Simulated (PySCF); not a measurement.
**[SmH4]−: other functionals and bases at one geometry**

The task here is to estimate one member of a computed series from the others.

Program: PySCF 2.14.0. Level of theory: several levels, as the steps say, no spin–orbit coupling. These are calculated values, not measurements.

1 further run of the same task is left out (for a known fault of the program).

## Starting geometry

5 atoms, charge -1, spin multiplicity 1.

Bond lengths: Sm1–H2 2.139 Å, Sm1–H3 2.139 Å, Sm1–H4 2.139 Å, Sm1–H5 2.139 Å. Angles: H2–Sm1–H3 109.5°, H2–Sm1–H4 109.5°, H2–Sm1–H5 109.5°, H3–Sm1–H4 109.5°, H3–Sm1–H5 109.5°, H4–Sm1–H5 109.5°.

Geometry (Å):

```xyz
5
H4Sm
Sm    0.0000    0.0000    0.0000
H     1.2350    1.2350    1.2350
H    -1.2350   -1.2350    1.2350
H     1.2350   -1.2350   -1.2350
H    -1.2350    1.2350   -1.2350
```

Formal oxidation states: Sm +3. Each metal's 5 4f electrons lie in its core potential, so multiplicities, spins and levels count the valence alone. An earlier session relaxed this geometry at PBE0, Sm lcecp-1-SVP with ECP51, H def2-SVP (singlet, point group Td).

At PBE0 on the finer grid: E = -37.055608 Eh, HOMO -2.13 eV, LUMO 3.79 eV, Mulliken charge on Sm1 +0.27 e, largest force component 0.002 eV/Å. 

Levels to run: TPSS; B3LYP; PBE0, TZVP. Hardware: 2 threads of Arm Neoverse V1, shared host.

Set-up of the first run:

run.py (the lines that set the calculation)

```python
mol = gto.M(atom='''
Sm     0.00000     0.00000     0.00000
H      1.23496     1.23496     1.23496
H     -1.23496    -1.23496     1.23496
H      1.23496    -1.23496    -1.23496
H     -1.23496     1.23496    -1.23496''',
    basis={'Sm': 'lcecp-1-SVP', 'H': 'def2-SVP'},
    ecp={'Sm': 'lcecp-1-SVP'},
    charge=-1, spin=0)
mf = dft.RKS(mol, xc='TPSS')
mf.grids.atom_grid = (75, 302)  # f atoms: unpruned, at least (60, 302)
mf = mf.density_fit()  # fitting sets: Sm AutoAux, H def2-universal-JKFIT
mf.conv_tol = 1e-08; mf.max_cycle = 55
mf.kernel(dm0)  # dm0: the density of the relaxed state
```

Started as:

```bash
$ OMP_NUM_THREADS=2 python run.py
```

Steps of the session up to this table: TPSS; B3LYP; PBE0, TZVP.

One table of the session follows, with a row left open; its other results are not shown here.

```
              level  HOMO (eV)  gap (eV)  charge on Sm1 (e)  largest force component (eV/Å)
PBE0 (relaxed here)      -2.13      5.92               0.27                            0.00
               TPSS          ?         ?                  ?                               ?
              B3LYP      -1.94      5.52               0.20                            0.03
         PBE0, TZVP      -2.18      5.94               0.55                            0.00
```

Q: Estimate the row for TPSS from the others.

The run gave: HOMO (eV): -1.14; gap (eV): 4.35; charge on Sm1 (e): 0.40; largest force component (eV/Å): 0.02. In the column «HOMO (eV)» it is the highest.

In one basis the HOMO–LUMO gap runs from 4.35 eV (TPSS) to 5.92 eV (PBE0). The largest leftover force, 0.03 eV/Å with B3LYP, stands at a geometry relaxed at another level. With 4f in the core, its levels are missing from HOMO and gap, and its count is fixed, so no charge can pass from the ligands into it. Total energies of different levels can't be compared.
